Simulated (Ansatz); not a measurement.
# Ta4C3: the cost of one run

Method: DFT PBEsol, scalar-relativistic, plane waves, PAW, in Ansatz 0.2.0.

2 further runs of the same task are left out: 2 that didn't finish.

**1. The structure to begin with**

The structure is cubic, space group Pm-3m (No. 221). Conventional cell: a = 4.403 Å, b = 4.403 Å, c = 4.403 Å, α = 90.00°, β = 90.00°, γ = 90.00°. Around Ta (site symmetry 4/mmm) lie 4 C at 2.20 Å. Ta (site symmetry m-3m) has 6 C at 2.20 Å as nearest neighbours. C (site symmetry 4/mmm) has 6 Ta at 2.20 Å as nearest neighbours.

Coordinates:

```
Ta C
1.0
     4.40260    0.00000    0.00000
     0.00000    4.40260    0.00000
     0.00000    0.00000    4.40260
Ta C
4 3
Direct
  0.00000 0.50000 0.50000
  0.50000 0.00000 0.50000
  0.50000 0.50000 0.00000
  0.00000 0.00000 0.00000
  0.50000 0.00000 0.00000
  0.00000 0.50000 0.00000
  0.00000 0.00000 0.50000
```

It goes back to an entry of the Materials Project, which need not be the stable form.

It is the result of an earlier relaxation at this level (volume 12.19 Å³/atom; gap on the mesh: none (metal)).

**2. The reference: the undisturbed cell on the scan's mesh**

Contents of input.yaml:

```yaml
crystal:
  lattice:
    - [4.4026021986, 0.0, 0.0]
    - [0.0, 4.4026021986, 0.0]
    - [0.0, 0.0, 4.4026021986]
  atoms:
    - { symbol: Ta, position: [0.0, 0.5, 0.5] }
    - { symbol: Ta, position: [0.5, 0.0, 0.5] }
    - { symbol: Ta, position: [0.5, 0.5, 0.0] }
    - { symbol: Ta, position: [0.0, 0.0, 0.0] }
    - { symbol: C, position: [0.5, 0.0, 0.0] }
    - { symbol: C, position: [0.0, 0.5, 0.0] }
    - { symbol: C, position: [0.0, 0.0, 0.5] }
basis:
  ecutwfc: 420
kpoints:
  mp_grid: { grid: [10, 10, 10] }
hamiltonian:
  xc: pbesol
scf:
  occupations: { method: gaussian, width: 0.15 }
output:
  forces: true
  stress: true
  eigenvalues: true
```

The run is started by

```sh
$ ansatz run input.yaml --threads 2 --pin off --max-ram 5120MiB --backend cpu --events-out ev --progress --plain --runs-dir out
```

Q: Estimate wall time and peak memory on 2 threads of Intel Xeon Platinum 8259CL at 2.50GHz (Skylake/Cascade Lake), shared host.

About 7 s, with a peak of 0.46 GiB.
